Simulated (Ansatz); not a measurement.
# Li: the cost of one run

Program: Ansatz 0.2.0. Level of theory: DFT r2SCAN, scalar-relativistic, plane waves, PAW. These are calculated values, not measurements.

**1. Starting point**

It takes space group P6_3/mmc (No. 194, hexagonal). The conventional cell has a = 3.034 Å, b = 3.034 Å, c = 10.216 Å, α = 90.00°, β = 90.00°, γ = 120.00°. Around Li (site symmetry -3m) lie 12 Li at 3.03 to 3.10 Å. Li (site symmetry -6m2) has 12 Li at 3.03 to 3.10 Å as nearest neighbours.

Structure file:

```cif
data_structure
_symmetry_space_group_name_H-M 'P 1'
_symmetry_Int_Tables_number 1
_cell_length_a 3.0344
_cell_length_b 3.0344
_cell_length_c 10.2162
_cell_angle_alpha 90.000
_cell_angle_beta 90.000
_cell_angle_gamma 120.000
_cell_volume 81.46
loop_
_atom_site_label
_atom_site_type_symbol
_atom_site_fract_x
_atom_site_fract_y
_atom_site_fract_z
_atom_site_occupancy
Li1 Li 0.00000 0.00000 0.00000 1
Li2 Li 0.33333 0.66667 0.25000 1
Li3 Li 0.00000 0.00000 0.50000 1
Li4 Li 0.66667 0.33333 0.75000 1
```

This is candidate A: structure listed in a database for this formula (P6_3/mmc, No. 194).

(A quick probe on a coarse mesh, which set the mesh and smearing, is not shown.)

**3. Relaxing cell and atoms (candidate A)**

The input, input.yaml:

```yaml
crystal:
  lattice:
    - [3.0343856762, 0.0, 0.0]
    - [-1.5171928381, 2.6278550805, 0.0]
    - [0.0, 0.0, 10.21620767]
  atoms:
    - { symbol: Li, position: [0.0, 0.0, 0.0] }
    - { symbol: Li, position: [0.33333333, 0.66666667, 0.25] }
    - { symbol: Li, position: [0.0, 0.0, 0.5] }
    - { symbol: Li, position: [0.66666667, 0.33333333, 0.75] }
basis:
  ecutwfc: 500
kpoints:
  mp_grid: { grid: [18, 18, 6] }
hamiltonian:
  xc: r2scan
scf:
  occupations: { method: gaussian, width: 0.1 }
output:
  forces: true
  stress: true
  eigenvalues: true
relax:
  adjacent_minimum: "off"
  f_tol: 0.01
  max_steps: 80
  cell: { stress_tol: 0.05 }
```

Q: Estimate wall time and peak memory on 1 thread of an x86-64 CPU, shared host.

About 68 s, with a peak of 0.52 GiB.
